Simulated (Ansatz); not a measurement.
# B2H4S2: rotation by 180° about the B1–S2 bond

How high is the barrier for the rotation by 180° about the B1–S2 bond? Relax the two ends, then run a nudged elastic band between them. SMILES of the start: BSBS.

Program: Ansatz 0.2.0. Level of theory: RKS r2SCAN-D4/STO-3G. These are calculated values, not measurements.

### 1 The structure to begin with

Bond lengths: B1–S2 1.821 Å, S2–B3 1.889 Å, B3–S4 1.812 Å, B1–H5 1.210 Å, B1–H6 1.231 Å, B3–H7 1.195 Å, S4–H8 1.378 Å. Angles: B1–S2–B3 90.7°, S2–B1–H5 123.5°, S2–B1–H6 121.5°, H5–B1–H6 114.9°, S2–B3–S4 120.2°, S2–B3–H7 118.2°, S4–B3–H7 121.1°, B3–S4–H8 95.4°.

Coordinates:

```xyz
8

B    -0.3401    1.6099   -0.5532
S     0.9440    0.8965    0.5231
B     0.4683   -0.8477   -0.0238
S    -0.6888   -1.8290    0.9675
H    -0.1392    1.9505   -1.6972
H    -1.4757    1.8389   -0.1359
H     1.0535   -1.3296   -0.9473
H     0.2701   -2.3467    1.8109
```

### 2 End point A

Input file input.yaml:

```yaml
crystal:
  periodic: [false, false, false]
  atoms:
    - { symbol: B, position_ang: [-0.3401, 1.6099, -0.5532] }
    - { symbol: S, position_ang: [0.944, 0.8965, 0.5231] }
    - { symbol: B, position_ang: [0.4683, -0.8477, -0.0238] }
    - { symbol: S, position_ang: [-0.6888, -1.829, 0.9675] }
    - { symbol: H, position_ang: [-0.1392, 1.9505, -1.6972] }
    - { symbol: H, position_ang: [-1.4757, 1.8389, -0.1359] }
    - { symbol: H, position_ang: [1.0535, -1.3296, -0.9473] }
    - { symbol: H, position_ang: [0.2701, -2.3467, 1.8109] }
basis:
  gaussian: { orbitals: STO-3G }
hamiltonian:
  xc: r2scan
  dispersion: d4
relax:
  f_tol: 0.015
  max_steps: 40
```

Launch:

```sh
$ ansatz run input.yaml --threads 1 --pin off --max-ram 2048MiB --backend cpu --events-out ev --progress --plain --runs-dir out
```

What it wrote, cut to the lines that bear on the results:

```text
Warning: RAYON_NUM_THREADS=1 ignored (pool sized by the plan → 1); use --threads N
[...]
Functional definition: r2SCAN
[...]
427 factors; integrals over basis functions are off by at most 2.6e-5 eV
[...]
mean field -22829.30191839 eV, -838.9613712444 hartree, gradient 3.5e-5 eV, S^2 0.000000; 0 other end points of the search recorded, 0 dependent functions left out
[...]
reference -22829.30192418 eV, -838.9613714571 hartree; 23, 23 occupied and 9, 9 virtual orbitals, 427 factors
relax step   1: F+E_penalty+E_count = -22829.34602052 eV  Δ(F+E_penalty+E_count) = +0.000e0 eV  max|allowed force component| = 1.384e0 eV/Å  Δτ_max = 0.0000 Å  (21 SCF iters, accepted)
[...]
relax step   4: F+E_penalty+E_count = -22830.14709897 eV  Δ(F+E_penalty+E_count) = -3.222e-1 eV  max|allowed force component| = 2.272e0 eV/Å  Δτ_max = 0.1918 Å  (31 SCF iters, accepted)
[...]
relax step   7: F+E_penalty+E_count = -22831.31328089 eV  Δ(F+E_penalty+E_count) = -3.850e-1 eV  max|allowed force component| = 1.629e0 eV/Å  Δτ_max = 0.1931 Å  (26 SCF iters, accepted)
[...]
relax step  10: F+E_penalty+E_count = -22831.95537211 eV  Δ(F+E_penalty+E_count) = -1.273e-1 eV  max|allowed force component| = 5.990e-1 eV/Å  Δτ_max = 0.2000 Å  (31 SCF iters, accepted)
[...]
relax step  13: F+E_penalty+E_count = -22832.10567175 eV  Δ(F+E_penalty+E_count) = -1.076e-2 eV  max|allowed force component| = 4.025e-2 eV/Å  Δτ_max = 0.0822 Å  (25 SCF iters, accepted)
[...]
relax step  14: F+E_penalty+E_count = -22832.10639940 eV  Δ(F+E_penalty+E_count) = -7.276e-4 eV  max|allowed force component| = 2.580e-2 eV/Å  Δτ_max = 0.0281 Å  (25 SCF iters, accepted)
[...]
relax step  15: F+E_penalty+E_count = -22832.10646354 eV  Δ(F+E_penalty+E_count) = -6.414e-5 eV  max|allowed force component| = 4.822e-3 eV/Å  Δτ_max = 0.0064 Å  (20 SCF iters, accepted)
429 factors; integrals over basis functions are off by at most 3.0e-5 eV
[...]
mean field -22832.06394098 eV, -839.0628737023 hartree, gradient 1.3e-5 eV, S^2 0.000000; 1 other end points of the search recorded, 0 dependent functions left out
[...]
reference -22832.06394652 eV, -839.0628739057 hartree; 23, 23 occupied and 9, 9 virtual orbitals, 429 factors
Total energy: -22832.10646907 eV, -839.0644365808 hartree
Atom 0 at    -0.337860     1.734297    -0.708986 Å, force     0.000363     0.003399    -0.004822 eV/Å
Atom 1 at    -0.266105     0.937613     0.856159 Å, force    -0.000153     0.000939     0.002847 eV/Å
Atom 2 at     0.155970    -0.758482     0.408923 Å, force    -0.000578     0.001104    -0.003473 eV/Å
Atom 3 at     0.333613    -1.956948     1.676752 Å, force    -0.000702    -0.001885     0.001997 eV/Å
Atom 4 at    -0.135301     1.162504    -1.708342 Å, force     0.000868    -0.000886     0.001974 eV/Å
Atom 5 at    -0.599569     2.874995    -0.723544 Å, force     0.000099    -0.002008     0.001382 eV/Å
Atom 6 at     0.308567    -1.052453    -0.709933 Å, force    -0.002004    -0.000810     0.000164 eV/Å
Atom 7 at     0.632786    -2.998726     0.853072 Å, force     0.002107     0.000147    -0.000069 eV/Å
Dipole moment:     0.083691    -0.401907     0.117027 e Å
```

Wall time 2 min (1 thread of an x86-64 CPU, shared host); peak memory 0.13 GiB.

Relaxation path:

| step | energy from step 1 (eV) | largest force component (eV/Å) |
| --- | --- | --- |
| 1 | 0.0000 | 1.3842 |
| 2 | -0.1655 | 1.1977 |
| 3 | -0.4789 | 1.3929 |
| 4 | -0.8011 | 2.2719 |
| 5 | -1.1654 | 2.2627 |
| 6 | -1.5822 | 2.0432 |
| 7 | -1.9673 | 1.6291 |
| 8 | -2.2773 | 0.8923 |
| 9 | -2.4821 | 0.6403 |
| 10 | -2.6094 | 0.5990 |
| 11 | -2.7167 | 0.2826 |
| 12 | -2.7489 | 0.2921 |
| 13 | -2.7597 | 0.0402 |
| 14 | -2.7604 | 0.0258 |
| 15 | -2.7604 | 0.0048 |

Step 1 is the start.

After: Bond lengths: B1–S2 1.758 Å, S2–B3 1.804 Å, B3–S4 1.754 Å, B1–H5 1.169 Å, B1–H6 1.170 Å, B3–H7 1.167 Å, S4–H8 1.361 Å. Angles: B1–S2–B3 102.4°, S2–B1–H5 122.2°, S2–B1–H6 117.5°, H5–B1–H6 120.3°, S2–B3–S4 119.1°, S2–B3–H7 120.3°, S4–B3–H7 120.5°, B3–S4–H8 96.2°.

### 3 End point B

The second end starts from a geometry with the move made by hand.

Input file input.yaml:

```yaml
crystal:
  periodic: [false, false, false]
  atoms:
    - { symbol: B, position_ang: [-0.3401, 1.6099, -0.5532] }
    - { symbol: S, position_ang: [0.944, 0.8965, 0.5231] }
    - { symbol: B, position_ang: [1.45442, 2.62141, 1.0991] }
    - { symbol: S, position_ang: [2.82926, 3.48174, 0.29031] }
    - { symbol: H, position_ang: [-0.1392, 1.9505, -1.6972] }
    - { symbol: H, position_ang: [-1.4757, 1.8389, -0.1359] }
    - { symbol: H, position_ang: [0.94766, 3.05973, 2.08834] }
    - { symbol: H, position_ang: [3.81293, 2.92022, 1.07512] }
basis:
  gaussian: { orbitals: STO-3G }
hamiltonian:
  xc: r2scan
  dispersion: d4
relax:
  f_tol: 0.015
  max_steps: 40
```

Launch:

```sh
$ ansatz run input.yaml --threads 1 --pin off --max-ram 2048MiB --backend cpu --events-out ev --progress --plain --runs-dir out
```

What it wrote, cut to the lines that bear on the results:

```text
Warning: RAYON_NUM_THREADS=1 ignored (pool sized by the plan → 1); use --threads N
[...]
[... 1 set-up line as earlier in the session ...]
[...]
427 factors; integrals over basis functions are off by at most 4.4e-5 eV
[...]
mean field -22829.29327355 eV, -838.9610535521 hartree, gradient 3.5e-5 eV, S^2 0.000000; 1 other end points of the search recorded, 0 dependent functions left out
[...]
reference -22829.29327932 eV, -838.9610537641 hartree; 23, 23 occupied and 9, 9 virtual orbitals, 427 factors
relax step   1: F+E_penalty+E_count = -22829.33743137 eV  Δ(F+E_penalty+E_count) = +0.000e0 eV  max|allowed force component| = 1.387e0 eV/Å  Δτ_max = 0.0000 Å  (35 SCF iters, accepted)
[...]
relax step   4: F+E_penalty+E_count = -22830.21940267 eV  Δ(F+E_penalty+E_count) = -3.998e-1 eV  max|allowed force component| = 1.314e0 eV/Å  Δτ_max = 0.1949 Å  (31 SCF iters, accepted)
[...]
reference -22832.06389613 eV, -839.0628720540 hartree; 23, 23 occupied and 9, 9 virtual orbitals, 429 factors
Total energy: -22832.10642280 eV, -839.0644348803 hartree
Atom 0 at    -0.547949     1.617359    -0.544045 Å, force    -0.002932     0.007021     0.008097 eV/Å
Atom 1 at     1.193885     1.384088    -0.584427 Å, force     0.000191    -0.007495    -0.013628 eV/Å
Atom 2 at     1.767816     2.538891     0.677014 Å, force    -0.007789     0.004963     0.006375 eV/Å
Atom 3 at     3.487377     2.675491     0.992704 Å, force     0.002475    -0.003521     0.001297 eV/Å
Atom 4 at    -1.198243     0.981215    -1.280634 Å, force     0.009473    -0.000276     0.002222 eV/Å
Atom 5 at    -1.054701     2.377418     0.185481 Å, force    -0.006350    -0.002998    -0.002611 eV/Å
Atom 6 at     1.002356     3.185758     1.274818 Å, force     0.004653     0.001077    -0.001055 eV/Å
Atom 7 at     3.382729     3.618681     1.968761 Å, force     0.000278     0.001229    -0.000696 eV/Å
Dipole moment:     0.320528     0.176087     0.218846 e Å
```

Wall time 1.8 min (1 thread of an x86-64 CPU, shared host); peak memory 0.13 GiB.

The steps of the relaxation:

| step | energy from step 1 (eV) | largest force component (eV/Å) |
| --- | --- | --- |
| 1 | 0.0000 | 1.3871 |
| 2 | -0.1168 | 1.5768 |
| 3 | -0.4821 | 1.2173 |
| 4 | -0.8820 | 1.3138 |
| 5 | -1.3025 | 1.7103 |
| 6 | -1.7404 | 1.7220 |
| 7 | -2.0410 | 2.4240 |
| 8 | -2.2797 | 1.6238 |
| 9 | -2.4368 | 1.7002 |
| 10 | -2.5663 | 0.8222 |
| 11 | -2.6991 | 0.3660 |
| 12 | -2.7506 | 0.2645 |
| 13 | -2.7647 | 0.1723 |
| 14 | -2.7687 | 0.0340 |
| 15 | -2.7690 | 0.0136 |

Step 1 is the start.

After: Bond lengths: B1–S2 1.758 Å, S2–B3 1.804 Å, B3–S4 1.754 Å, B1–H5 1.171 Å, B1–H6 1.169 Å, B3–H7 1.167 Å, S4–H8 1.361 Å. Angles: B1–S2–B3 102.4°, S2–B1–H5 117.6°, S2–B1–H6 122.0°, H5–B1–H6 120.3°, S2–B3–S4 119.2°, S2–B3–H7 120.3°, S4–B3–H7 120.5°, B3–S4–H8 96.2°.

### 4 The band

crystal.atoms is end A as relaxed above, and neb.final_atoms is end B, turned to lie on A. With 5 inner images the band has 7 in all.

Input file input.yaml:

```yaml
crystal:
  periodic: [false, false, false]
  atoms:
    - { symbol: B, position_ang: [-0.33786, 1.734297, -0.708986] }
    - { symbol: S, position_ang: [-0.266105, 0.937613, 0.856159] }
    - { symbol: B, position_ang: [0.15597, -0.758482, 0.408923] }
    - { symbol: S, position_ang: [0.333613, -1.956948, 1.676752] }
    - { symbol: H, position_ang: [-0.135301, 1.162504, -1.708342] }
    - { symbol: H, position_ang: [-0.599569, 2.874995, -0.723544] }
    - { symbol: H, position_ang: [0.308567, -1.052453, -0.709933] }
    - { symbol: H, position_ang: [0.632786, -2.998726, 0.853072] }
basis:
  gaussian: { orbitals: STO-3G }
hamiltonian:
  xc: r2scan
  dispersion: d4
neb:
  order_check: false
  images: 5
  f_tol: 0.03
  max_iterations: 60
  initial_path: idpp
  final_atoms:
    - { symbol: B, position_ang: [-0.33790051, 1.73393482, -0.70900207] }
    - { symbol: S, position_ang: [-0.26088815, 0.93967225, 0.85728265] }
    - { symbol: B, position_ang: [0.15712007, -0.75720671, 0.4099896] }
    - { symbol: S, position_ang: [0.32988197, -1.95774545, 1.67650839] }
    - { symbol: H, position_ang: [-0.59982919, 2.87463192, -0.72712174] }
    - { symbol: H, position_ang: [-0.13849828, 1.15781748, -1.70651047] }
    - { symbol: H, position_ang: [0.31075123, -1.05009725, -0.70909402] }
    - { symbol: H, position_ang: [0.63146386, -2.99820705, 0.85204865] }
```

Launch:

```sh
$ ansatz run input.yaml --threads 1 --pin off --max-ram 2048MiB --backend cpu --events-out ev --progress --plain --runs-dir out
```

What it wrote, cut to the lines that bear on the results:

```text
Warning: RAYON_NUM_THREADS=1 ignored (pool sized by the plan → 1); use --threads N
[...]
[... 1 set-up line as earlier in the session ...]
[...]
425 factors; integrals over basis functions are off by at most 3.9e-5 eV
[...]
mean field -22832.06395251 eV, -839.0628741259 hartree, gradient 1.1e-5 eV, S^2 0.000000; 0 other end points of the search recorded, 0 dependent functions left out
[...]
reference -22832.06395803 eV, -839.0628743288 hartree; 23, 23 occupied and 9, 9 virtual orbitals, 425 factors
426 factors; integrals over basis functions are off by at most 2.4e-5 eV
[...]
mean field -22832.06389623 eV, -839.0628720576 hartree, gradient 1.1e-5 eV, S^2 0.000000; 0 other end points of the search recorded, 0 dependent functions left out
[...]
reference -22832.06390175 eV, -839.0628722604 hartree; 23, 23 occupied and 9, 9 virtual orbitals, 426 factors
[...]
Total energy: -22831.43611873 eV, -839.0398016602 hartree
Atom 0 at     0.323359     1.381295    -0.822895 Å, force    -0.002234     0.002520    -0.001762 eV/Å
Atom 1 at     0.636540     1.127867     0.951675 Å, force    -0.001221    -0.000794     0.004276 eV/Å
Atom 2 at    -0.044099    -0.450049     0.555072 Å, force     0.000072    -0.002927    -0.001989 eV/Å
Atom 3 at    -0.137135    -1.769555     1.722684 Å, force     0.001057     0.001426     0.001344 eV/Å
Atom 4 at     1.199149     1.276051    -1.598982 Å, force     0.000688    -0.000415    -0.002844 eV/Å
Atom 5 at    -0.741637     1.702438    -1.197999 Å, force     0.002672    -0.002464     0.000614 eV/Å
Atom 6 at    -0.434614    -0.656941    -0.542022 Å, force    -0.000574     0.003407     0.000869 eV/Å
Atom 7 at    -0.709463    -2.668307     0.876568 Å, force    -0.000460    -0.000754    -0.000508 eV/Å
Dipole moment:    -0.071552    -0.199887     0.011404 e Å
this run last wrote the band of iteration 27 to <dir>; this run last wrote the band within `neb.f_tol` of iteration 12 to <dir>
```

Run time: 9.4 min. Hardware: 1 thread of an x86-64 CPU, shared host; peak memory 0.12 GiB.

### 5 What the band shows

The 5 inner images lie between the fixed ends 0 and 6. Energy is taken from image 0, and the path length is the program's own coordinate along the band.

| image | path (Å) | energy (eV) | dihedral H5–B1–S2–B3 (°) | band force (eV/Å) |
| --- | --- | --- | --- | --- |
| 0 | 0.000 | 0.0000 | 0 | - |
| 1 | 0.954 | 0.2878 | -38 | 0.003 |
| 2 | 1.907 | 0.6673 | -78 | 0.002 |
| 3 | 2.861 | 0.5480 | -102 | 0.020 |
| 4* | 3.815 | 0.6704 | -99 | 0.004 |
| 5 | 4.826 | 0.3221 | -139 | 0.004 |
| 6 | 5.837 | 0.0001 | 180 | - |

The star marks the climbing image.

image, energy (eV) and a bar:
```
        0      0.000 
        1      0.288 #############
        2      0.667 ##############################
        3      0.548 #########################
        4      0.670 ##############################
        5      0.322 ##############
        6      0.000
```

The top of the band by iteration:

| iteration | highest image above image 0 (eV) | largest band force (eV/Å) |
| --- | --- | --- |
| 1 | 0.8525 | 1.446 |
| 3 | 0.7153 | 0.331 |
| 5 | 0.6948 | 0.115 |
| 7 | 0.6873 | 0.089 |
| 9 | 0.6817 | 0.055 |
| 11 | 0.6804 | 0.037 |
| 13 | 0.6783 | 0.077 |
| 15 | 0.6732 | 0.059 |
| 17 | 0.6613 | 0.152 |
| 19 | 0.6524 | 0.225 |
| 21 | 0.6690 | 1.051 |
| 23 | 0.6720 | 0.186 |
| 25 | 0.6706 | 0.063 |
| 27 | 0.6704 | 0.020 |

Positions of all images (Å):

```xyz
8
image=0 dE=0.0000
B    -0.338    1.734   -0.709
S    -0.266    0.938    0.856
B     0.156   -0.758    0.409
S     0.334   -1.957    1.677
H    -0.135    1.163   -1.708
H    -0.600    2.875   -0.724
H     0.309   -1.052   -0.710
H     0.633   -2.999    0.853
8
image=1 dE=0.2878
B    -0.160    1.658   -0.716
S     0.136    1.062    0.929
B     0.220   -0.665    0.466
S     0.209   -1.938    1.672
H     0.368    1.175   -1.641
H    -0.905    2.543   -0.871
H     0.143   -0.944   -0.663
H     0.082   -2.947    0.768
8
image=2 dE=0.6673
B     0.043    1.484   -0.722
S     0.504    1.137    1.000
B     0.124   -0.515    0.505
S     0.057   -1.864    1.638
H     0.792    1.254   -1.595
H    -0.996    1.975   -0.968
H    -0.144   -0.733   -0.623
H    -0.289   -2.797    0.710
8
image=3 dE=0.5480
B     0.098    1.066   -0.718
S     0.671    1.306    1.067
B     0.129   -0.271    0.692
S    -0.132   -1.781    1.547
H     0.917    0.943   -1.542
H    -0.936    1.543   -0.989
H    -0.181   -0.342   -0.569
H    -0.476   -2.520    0.456
8
image=4 dE=0.6704
B     0.323    1.381   -0.823
S     0.637    1.128    0.952
B    -0.044   -0.450    0.555
S    -0.137   -1.770    1.723
H     1.199    1.276   -1.599
H    -0.742    1.702   -1.198
H    -0.435   -0.657   -0.542
H    -0.709   -2.668    0.877
8
image=5 dE=0.3221
B     0.534    1.446   -0.960
S     0.814    0.930    0.717
B    -0.208   -0.532    0.600
S    -0.218   -1.749    1.864
H     1.428    1.864   -1.583
H    -0.526    1.366   -1.450
H    -0.771   -0.741   -0.399
H    -0.962   -2.641    1.155
8
image=6 dE=0.0001
B    -0.337    1.734   -0.710
S    -0.259    0.941    0.857
B     0.157   -0.757    0.411
S     0.330   -1.956    1.678
H    -0.598    2.875   -0.729
H    -0.139    1.156   -1.707
H     0.309   -1.051   -0.708
H     0.629   -2.998    0.854
```

### 6 Frequencies at the highest image

The geometry is the highest inner image of the first converged band.

Input file input.yaml:

```yaml
crystal:
  periodic: [false, false, false]
  atoms:
    - { symbol: B, position_ang: [0.323359, 1.381295, -0.822895] }
    - { symbol: S, position_ang: [0.63654, 1.127867, 0.951675] }
    - { symbol: B, position_ang: [-0.044099, -0.450049, 0.555072] }
    - { symbol: S, position_ang: [-0.137135, -1.769555, 1.722684] }
    - { symbol: H, position_ang: [1.199149, 1.276051, -1.598982] }
    - { symbol: H, position_ang: [-0.741637, 1.702438, -1.197999] }
    - { symbol: H, position_ang: [-0.434614, -0.656941, -0.542022] }
    - { symbol: H, position_ang: [-0.709463, -2.668307, 0.876568] }
basis:
  gaussian: { orbitals: STO-3G }
hamiltonian:
  xc: r2scan
  dispersion: d4
phonons: {}
```

Launch:

```sh
$ ansatz run input.yaml --threads 1 --pin off --max-ram 2048MiB --backend cpu --events-out ev --progress --plain --runs-dir out
```

What it wrote, cut to the lines that bear on the results:

```text
Warning: RAYON_NUM_THREADS=1 ignored (pool sized by the plan → 1); use --threads N
[...]
[... 1 set-up line as earlier in the session ...]
[...]
428 factors; integrals over basis functions are off by at most 1.8e-5 eV
[...]
mean field -22831.39219832 eV, -839.0381876147 hartree, gradient 5.5e-6 eV, S^2 0.000000; 0 other end points of the search recorded, 0 dependent functions left out
[...]
reference -22831.39220373 eV, -839.0381878138 hartree; 23, 23 occupied and 9, 9 virtual orbitals, 428 factors
[...]
428 factors; integrals over basis functions are off by at most 1.8e-5 eV
[...]
mean field -22831.39203581 eV, -839.0381816427 hartree, gradient 1.9e-6 eV, S^2 0.000000; 0 other end points of the search recorded, 0 dependent functions left out
[...]
reference -22831.39204123 eV, -839.0381818418 hartree; 23, 23 occupied and 9, 9 virtual orbitals, 428 factors
[...]
428 factors; integrals over basis functions are off by at most 1.8e-5 eV
[...]
WARN: phonons: modes at or below zero, which the zero-point energy, F, S and C_V leave out: 1, the lowest at -227.42 cm⁻¹. A minimum has none, and a first-order saddle one
[...]
Total energy: -22831.43612898 eV, -839.0398020370 hartree
Atom 0 at     0.323359     1.381295    -0.822895 Å, force    -0.002142     0.002497    -0.001686 eV/Å
Atom 1 at     0.636540     1.127867     0.951675 Å, force    -0.001234    -0.000838     0.004184 eV/Å
Atom 2 at    -0.044099    -0.450049     0.555072 Å, force     0.000069    -0.002611    -0.002158 eV/Å
Atom 3 at    -0.137135    -1.769555     1.722684 Å, force     0.000965     0.001236     0.001299 eV/Å
Atom 4 at     1.199149     1.276051    -1.598982 Å, force     0.000668    -0.000393    -0.002823 eV/Å
Atom 5 at    -0.741637     1.702438    -1.197999 Å, force     0.002659    -0.002465     0.000616 eV/Å
Atom 6 at    -0.434614    -0.656941    -0.542022 Å, force    -0.000614     0.003421     0.000911 eV/Å
Atom 7 at    -0.709463    -2.668307     0.876568 Å, force    -0.000372    -0.000846    -0.000343 eV/Å
Dipole moment:    -0.071552    -0.199884     0.011403 e Å
Vibrations: -227.42 152.81 273.34 332.14 461.18 770.43 864.18 882.56 941.03 1013.32 1043.97 1111.90 1321.88 1416.07 2895.84 2964.11 2967.30 3112.71 cm⁻¹, zero-point energy 1.396358 eV
```

Wall time 2.2 min (1 thread of an x86-64 CPU, shared host); peak memory 0.12 GiB.

Of 18 modes, 1 is imaginary by more than 30 cm⁻¹ (227i cm⁻¹).

### 7 What came out

```
                    quantity                     value
                       end A  14 moves, 2.760 eV lower
                       end B  14 moves, 2.769 eV lower
            barrier forwards                  0.670 eV
           barrier backwards                  0.670 eV
second end relative to first                  0.000 eV
               highest image     4 of 0 to 6, climbing
             band iterations                        27
  imaginary modes at the top                 227i cm⁻¹
```

What this shows: The top lies 0.67 eV above the first end, or 26 kT at room temperature. The two ends lie within 1 meV of each other. Image 3 sits in a dip between two rises: the path passes through another minimum, and each half would need a band of its own. The listed dihedral goes from 0° at end A through -99° at the highest image to 180° at end B. One imaginary mode, as a first-order saddle point has. Zero-point energy and entropy are left out. The basis is very small, so the numbers are rough.
